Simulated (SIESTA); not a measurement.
**Ag2Au3 in SIESTA: convergence with vacuum**

Input of the first run (vacuum 6); the others differ in this setting and in those tied to it:

Contents of Ag2Au3.fdf:

```
SystemName                      Ag2Au3
SystemLabel                     Ag2Au3
NumberOfSpecies                 2
NumberOfAtoms                   5
%block ChemicalSpeciesLabel
  1  79 Au
  2  47 Ag
%endblock ChemicalSpeciesLabel

LatticeConstant                 1.0 Ang
%block LatticeVectors
     2.9351665953     0.0000000000     0.0000000000
    -1.4675832976     2.5419288359     0.0000000000
     0.0000000000     0.0000000000    15.3938000000
%endblock LatticeVectors
AtomicCoordinatesFormat         Fractional
%block AtomicCoordinatesAndAtomicSpecies
     0.6666666700     0.3333333400     0.1948836545  1  Au
     0.0000000000     0.0000000000     0.3474419913  2  Ag
     0.6666666700     0.3333333400     0.5000003281  1  Au
     0.0000000000     0.0000000000     0.6525586649  2  Ag
     0.6666666700     0.3333333400     0.8051170017  1  Au
%endblock AtomicCoordinatesAndAtomicSpecies

%block kgrid.MonkhorstPack
    8   0   0  0.0
    0   8   0  0.0
    0   0   1  0.0
%endblock kgrid.MonkhorstPack
XC.Functional                   LDA
XC.Authors                      PW92
PAO.BasisSize                   DZP
PAO.EnergyShift                 0.003 Ry
Mesh.Cutoff                     800 Ry
OccupationFunction              FD
ElectronicTemperature           0.05 eV
Slab.DipoleCorrection           vacuum
MaxSCFIterations                120
SCF.MustConverge                false
SCF.Mixer.Method                Pulay
SCF.Mixer.Weight                0.25
SCF.Mixer.History               8
SCF.DM.Tolerance                5.0e-05
SCF.H.Tolerance                 1.0e-03 eV
WriteForces                     true
Charge.Mulliken                 end
%block PAO.Basis
  Au 5
  n=5 0 2
    2.662 0.000
  n=6 0 2
    6.913 0.000
  n=5 1 2
    3.170 0.000
  n=6 1 1
    6.913
  n=5 2 2
    5.447 0.000
  Ag 5
  n=4 0 2
    2.727 0.000
  n=5 0 2
    7.811 0.000
  n=4 1 2
    3.107 0.000
  n=5 1 1
    7.811
  n=4 2 2
    5.129 0.000
%endblock PAO.Basis
```

Potentials or basis: PseudoDojo 0.4 standard (LDA files), DZP (energy shift 0.003 Ry; two zetas on semicore shells).

Command:

```console
$ siesta Ag2Au3.fdf > Ag2Au3.out 2>&1
```

Hardware: 1 thread of Arm Neoverse V1, with other jobs on the host.

```csv
vacuum,"energy less the tightest run, at zero smearing (meV/atom)",largest force (eV/Å),SCF cycles,CPU time (s),peak memory (GiB)
6,-1.29,0.376,15,83,0.45
8,0.01,0.421,14,77,0.45
10,0.00,0.421,14,82,0.48
12,0.00,0.420,14,82,0.48
15,0.00,0.421,14,79,0.48
20,0.00,0.420,13,75,0.5
```

Against the tightest run, the energy stays within 1 meV/atom from 8 on; the largest force stays within 0.005 eV/Å from 8 on. The tightest run that finished is the yardstick and may itself not be fully converged.

 The run has no spin-orbit coupling, so splittings on Au are missing.
